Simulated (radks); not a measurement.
# Spin polarisation of the 6s shell in Cs

The task here is to estimate one member of a computed series from the others.

Program: radks (a radial shooting solver on a logarithmic mesh, Libxc functionals) version 1. Level of theory: non-relativistic Kohn-Sham, TPSS, spin-polarised, spherical densities, point nucleus. These are calculated values, not measurements, unless marked.

## Starting point

* element: caesium (Z = 55)
* charge: 0
* electrons: 55
* configuration: [Xe] 6s(up 0.5, down 0.5)

A shell typed twice in an input gives spin up, then spin down.

The first run:

Settings of this run:

```text
Z 55
configuration [Xe] 6s0.5 6s0.5
relativity non-relativistic
functional tpss,tpss
spin polarised
nucleus point
```

Among the steps run: No moment.

One table of the session follows, with a row left open; its other results are not shown here.

It belongs to the step «No moment». Radial moments (bohr):

| level | <r> | outermost maximum (interpolated) | 90 % within | nodes |
| --- | --- | --- | --- | --- |
| 3p | 0.3032 | 0.272 | 0.453 | 1 |
| 3d | 0.2740 | 0.221 | 0.429 | 0 |
| 4s | ? | ? | ? | ? |
| 4p | 0.7522 | 0.685 | 1.09 | 2 |
| 4d | 0.8316 | 0.717 | 1.26 | 1 |
| 5s | 1.821 | 1.61 | 2.63 | 4 |
| 5p | 2.100 | 1.80 | 3.09 | 3 |
| 6s | 6.120 | 5.33 | 9.05 | 5 |

Estimate the missing values for 4s.

The run gave: <r>: 0.7245; outermost maximum (interpolated): 0.670; 90 % within: 1.04; nodes: 3. In the column «<r>» it lies between 3p (0.3032) and 4p (0.7522).
